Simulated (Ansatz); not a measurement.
Run this with the Python package of Ansatz (0.2.0) and show what comes out.

The script, `torsion_alf2ho.py`:
```python
"""Energy of AlF2HO as one group turns about a bond."""

import ansatz as az
from ase import Atoms

atoms = Atoms(["O", "Al", "F", "F", "H"], positions=[
    [-0.4461, 1.2598, 0.2801],
    [0.0432, -0.4467, 0.1437],
    [1.6588, -0.9171, 0.69],
    [-0.9897, -1.6731, -0.546],
    [-0.2164, 1.7035, -0.6092],
])

# start the scan from a relaxed geometry
first = (
    az.Crystal.molecule_from_ase(atoms).calculation()
    .basis(gaussian="6-31G*")
    .functional("r2scan0")
    .relax(force_tolerance=0.02, max_steps=80)
)
atoms.positions = first.run(threads=1).report["positions_ang"]

start = atoms.get_dihedral(2, 1, 0, 4)
energies = {}
for turn in range(0, 360, 30):
    turned = atoms.copy()
    turned.set_dihedral(2, 1, 0, 4, start + turn, indices=[0, 4])
    setup = az.Crystal.molecule_from_ase(turned).calculation().basis(gaussian="6-31G*").functional("r2scan0")
    energies[round((start + turn) % 360)] = setup.run(threads=1).report["free_energy_ev"]
floor = min(energies.values())
print("dihedral F2-Al1-O0-H4 (deg)   E - E(min) (kJ/mol)")
for angle, e in sorted(energies.items()):
    print(f"{angle:8d} {96.485332 * (e - floor):14.3f}  " + "#" * int(30 * (e - floor) / max(max(energies.values()) - floor, 1e-9)))
```

```console
$ python torsion_alf2ho.py
dihedral F2-Al1-O0-H4 (deg)   E - E(min) (kJ/mol)
      29          3.642  ########
      59          9.707  ######################
      89         12.691  ##############################
     119          9.518  ######################
     149          3.228  #######
     179          0.000
     209          3.019  #######
     239          9.304  #####################
     269         12.678  #############################
     299          9.901  #######################
     329          3.842  #########
     359          0.675  #
```

The scan is rigid and the energies are electronic, in a modest basis. With rigid groups the curve can differ much from the relaxed path, the start wasn't checked as a minimum of this torsion, and equivalent turns needn't return to the same energy. The whole script took 65 s on 1 thread of Arm Neoverse V1 (shared host), peak memory 0.22 GiB.
